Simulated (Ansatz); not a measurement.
## Cl₂Ga, SMILES [Cl][Ga][Cl]: a relaxed scan of one distance, step by step

With the Python package of Ansatz (0.2.0).

Typed at the interpreter:
```pycon
>>> import ansatz as az
>>> from ase import Atoms
>>> import numpy as np
>>> BASIS = "def2-SVP"
>>> XC = "pbe0"
>>> atoms = Atoms(["Cl", "Ga", "Cl"], positions=[
...     (0.5448, 1.5962, 0.4629),
...     (-0.7012, 0.0834, -0.3718),
...     (0.1454, -1.7443, -0.1044),
... ])
>>> geometry = az.Crystal.molecule_from_ase(atoms)
>>> setup = (
...     geometry.calculation()
...     .basis(gaussian=BASIS)
...     .functional(XC)
...     .spin("collinear", total=1)
... )
>>> symbols = [site.symbol for site in geometry.cartesian_sites]
>>> pairs = [(0, 1), (1, 2)]
>>> print("held (A)   E (eV)        ", "  ".join(f"{symbols[i]}{i}-{symbols[j]}{j}" for i, j in pairs))
held (A)   E (eV)         Cl0-Ga1  Ga1-Cl2
>>> for length in [1.96, 2.13, 2.3, 2.56, 2.88]:
...     r = setup.relax(constraints=[az.DistanceConstraint((0, 1), at=length)], force_tolerance=0.02, max_steps=60).run(threads=1, backend="cpu").report
...     xyz = np.array(r["positions_ang"])
...     print(f"{length:6.2f} {r['free_energy_ev']:14.5f}  ", "  ".join(f"{np.linalg.norm(xyz[i] - xyz[j]):.3f}" for i, j in pairs))
...
DeckWarning: relax.constraints: the input's atoms, or those drawn, lie off the distances that are held; a relaxation that starts there is brought onto them ahead of its first SCF, by positions alone, [...]
  1.96   -77395.42503   1.960  2.177
  2.13   -77395.83348   2.130  2.171
  2.30   -77395.74984   2.300  2.168
  2.56   -77395.25188   2.560  2.167
  2.88   -77394.58967   2.880  2.173
```

What to keep in mind:
- These settings explore the input space; basis and method may be short of convergence.
- Warnings are shown shortened and without file and line.
- The energies are electronic: no zero-point or thermal terms, and the basis set is short of its limit.
- The species is open-shell (spin multiplicity 2).
- Finished in 85 s on 1 thread of Arm Neoverse V2, on a shared host, peak memory 0.26 GiB.
